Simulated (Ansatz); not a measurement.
**C₆H₁₀FNO₂Zr: one species, many methods**

An exercise on one series of results from a longer session: the logs are not shown, and one member is left open.

Method: functionals in def2-TZVPP, the program's frozen cores in correlated methods; program: Ansatz 0.2.0, Gaussian basis.

Levels to be run: LDA (SPW92), PBE-D4, revPBE-D4, BLYP-D4, r2SCAN-D4, B97M-V, PBE0-D4, B3LYP-D4, r2SCANh-D4, r2SCAN0-D4, HSE06-D4, BHLYP-D4, CAM-B3LYP-D4, LC-ωPBE, ωB97X-V, ωB97M-V, B2PLYP, PBE-QIDH; CCSD(T)/def2-SVP; CCSD(T)/def2-TZVPP; MP2/def2-QZVPP; extrapolation to the limit; RPA on PBE.

1 further run of the same task is left out (for a known fault of the program).

### Structure used throughout

All runs share one geometry, relaxed beforehand with PBE0-D4 in a triple-zeta def2 set. Zr takes the def2 core potential; no spin-orbit term is included.

SMILES `C[O][Zr]1234([NH2])([OH])[C@@H]5[C@H]1[C@H]2[C@@]3(F)[C@@H]54`, 21 atoms, charge 0, spin multiplicity 1.

Atoms are counted from 1 here; the program's logs count them from 0.

Bond lengths: C1–O2 1.383 Å, C1–H12 1.096 Å, C1–H13 1.098 Å, C1–H14 1.097 Å, O2–Zr3 1.929 Å, Zr3–N4 2.053 Å, Zr3–O5 1.945 Å, Zr3–C6 2.527 Å, Zr3–C7 2.532 Å, Zr3–C8 2.555 Å, Zr3–C9 2.557 Å, Zr3–C11 2.547 Å, N4–H15 1.008 Å, N4–H16 1.012 Å, O5–H17 0.952 Å, C6–C7 1.409 Å, C6–C11 1.414 Å, C6–H18 1.079 Å and more. Angles: O2–C1–H12 110.6°, O2–C1–H13 111.4°, O2–C1–H14 110.8°, H12–C1–H13 107.8°, H12–C1–H14 108.1°, H13–C1–H14 107.9°, C1–O2–Zr3 163.9°, O2–Zr3–N4 106.1°, O2–Zr3–O5 103.8°, O2–Zr3–C6 108.1°, O2–Zr3–C7 139.2°, O2–Zr3–C8 132.0°, O2–Zr3–C9 100.3°, O2–Zr3–C11 86.9°, N4–Zr3–O5 106.8°, N4–Zr3–C6 85.3°, N4–Zr3–C7 85.0°, N4–Zr3–C8 114.4° and more.

Set-up of the first run:

in.yaml reads:

```yaml
crystal:
  periodic: [false, false, false]
  atoms:
    - {symbol: C, position_ang: [0.074869, -2.808363, 1.369592]}
    - {symbol: O, position_ang: [-0.446739, -1.573724, 1.029826]}
    - {symbol: Zr, position_ang: [-0.719577, 0.177126, 0.266618]}
    - {symbol: N, position_ang: [-2.176237, -0.044442, -1.163443]}
    - {symbol: O, position_ang: [-1.511502, 1.198962, 1.720283]}
    - {symbol: C, position_ang: [0.862721, 0.439507, -1.685692]}
    - {symbol: C, position_ang: [0.376467, 1.732166, -1.404627]}
    - {symbol: C, position_ang: [0.873547, 2.132351, -0.143133]}
    - {symbol: C, position_ang: [1.673738, 1.076402, 0.321100]}
    - {symbol: F, position_ang: [2.332774, 1.072436, 1.478338]}
    - {symbol: C, position_ang: [1.669524, 0.019735, -0.602785]}
    - {symbol: H, position_ang: [-0.056338, -3.001485, 2.440595]}
    - {symbol: H, position_ang: [1.148657, -2.864140, 1.146660]}
    - {symbol: H, position_ang: [-0.427610, -3.609512, 0.814361]}
    - {symbol: H, position_ang: [-2.160676, 0.180957, -2.145299]}
    - {symbol: H, position_ang: [-3.081974, -0.434600, -0.936144]}
    - {symbol: H, position_ang: [-1.675727, 1.992991, 2.219106]}
    - {symbol: H, position_ang: [0.646677, -0.144196, -2.567542]}
    - {symbol: H, position_ang: [-0.278843, 2.316090, -2.032836]}
    - {symbol: H, position_ang: [0.689038, 3.062679, 0.370700]}
    - {symbol: H, position_ang: [2.187202, -0.920941, -0.495686]}
basis:
  gaussian: {orbitals: def2-TZVPP}
hamiltonian: {xc: lda}
output: {orbitals: {seedname: orbitals}}
```

Started as:

```
$ ansatz run in.yaml --threads 4 --pin off --events-out ev --progress --plain --max-ram 46080MiB --backend cuda --devices 0, --max-vram 37GiB
```

Among the steps run: LDA; PBE-D4 (GGA); revPBE-D4 (GGA); BLYP-D4 (GGA); r2SCAN-D4 (meta-GGA); B97M-V (meta-GGA); PBE0-D4 (hybrid); B3LYP-D4 (hybrid); r2SCANh-D4 (hybrid); r2SCAN0-D4 (hybrid); HSE06-D4 (hybrid); BHLYP-D4 (hybrid); CAM-B3LYP-D4 (range-separated); LC-ωPBE (range-separated); ωB97X-V (range-separated); ωB97M-V (range-separated); B2PLYP (double hybrid); PBE-QIDH (double hybrid).

One of the session's tables, all rows but one given; the rest of the session is left out.

It belongs to the step «Orbital energies across the functionals». 

```
  functional  HOMO (eV)  gap (eV)
 LDA (SPW92)      -5.55      4.56
      PBE-D4      -5.34      4.59
   revPBE-D4      -5.27      4.61
     BLYP-D4      -5.23      4.55
   r2SCAN-D4      -5.62      5.06
      B97M-V      -5.67      5.11
     PBE0-D4      -6.69      6.78
    B3LYP-D4          ?         ?
  r2SCANh-D4      -6.13      5.88
  r2SCAN0-D4      -6.90      7.12
    HSE06-D4      -6.29      6.01
    BHLYP-D4      -7.95      8.59
CAM-B3LYP-D4      -8.10      8.87
     LC-ωPBE      -9.45     11.25
     ωB97X-V      -9.09     10.74
     ωB97M-V      -9.01     10.09
```

**Question.** Estimate the row for B3LYP-D4.

Worked estimate for «HOMO (eV)». Against the share of exact exchange, BLYP-D4 (0, -5.23), BHLYP-D4 (0.5, -7.95) give a slope of -5.44 per unit share; at 0.2 the line stands at -6.32.

As computed: HOMO (eV): -6.47; gap (eV): 6.29. In «HOMO (eV)» the line misses by +0.15.
